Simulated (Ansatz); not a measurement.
# CdSe (wurtzite type): the cost of one run

Computed with Ansatz 0.2.0 (DFT, PBE, PAW with Ansatz's default frozen-core files, scalar-relativistic, unless a step's input says otherwise).

### Step 1. The system as given

The structure is hexagonal, space group P6_3mc (No. 186). The conventional cell has a = 4.396 Å, b = 4.396 Å, c = 7.166 Å, α = 90.00°, β = 90.00°, γ = 120.00°. Cd (site symmetry 3m) is surrounded by 4 Se at 2.69 Å. Se (site symmetry 3m) has 4 Cd at 2.69 Å as nearest neighbours.

Structure file:

```cif
data_structure
_symmetry_space_group_name_H-M 'P6_3mc'
_symmetry_Int_Tables_number 186
_cell_length_a 4.3964
_cell_length_b 4.3964
_cell_length_c 7.1661
_cell_angle_alpha 90.000
_cell_angle_beta 90.000
_cell_angle_gamma 120.000
_cell_volume 119.95
loop_
_atom_site_label
_atom_site_type_symbol
_atom_site_symmetry_multiplicity
_atom_site_Wyckoff_symbol
_atom_site_fract_x
_atom_site_fract_y
_atom_site_fract_z
_atom_site_occupancy
Cd1 Cd 2 b 0.33333 0.66667 0.00000 1
Se1 Se 2 b 0.33333 0.66667 0.37600 1
```

The file gives the conventional cell by its symmetry; the runs use the cell typed in the input.

Whether this phase is the stable one at these pressures isn't tested.

Atoms are numbered in the order of the input: Cd1, Cd2, Se3, Se4.

### Step 2. Cell relaxed at zero pressure, PAW

input.yaml reads:

```yaml
crystal:
  lattice:
    - [4.3963526359, 0.0, 0.0]
    - [-2.198176318, 3.8073530667, 0.0]
    - [0.0, 0.0, 7.1660547966]
  atoms:
    - { symbol: Cd, position: [0.3333333333, 0.6666666667, 0.0] }
    - { symbol: Cd, position: [0.6666666667, 0.3333333333, 0.5] }
    - { symbol: Se, position: [0.3333333333, 0.6666666667, 0.376] }
    - { symbol: Se, position: [0.6666666667, 0.3333333333, 0.876] }
kpoints:
  mp_grid: { grid: [9, 9, 5] }
scf:
  occupations: { method: fermi_dirac, width: 0.05 }
hamiltonian:
  xc: pbe
  pseudopotentials: { kind: paw }
output:
  forces: true
  stress: true
relax:
  f_tol: 0.005
  max_steps: 40
  cell: {}
```

The run is started by

```console
$ ansatz run input.yaml --threads 1 --pin off --max-ram 3072MiB --backend cpu --events-out ev --progress --plain --runs-dir out
```

Q: Estimate wall time and peak memory on 1 thread of Intel Xeon 6975P-C (Granite Rapids), shared host.

About 22 s, with a peak of 0.46 GiB.
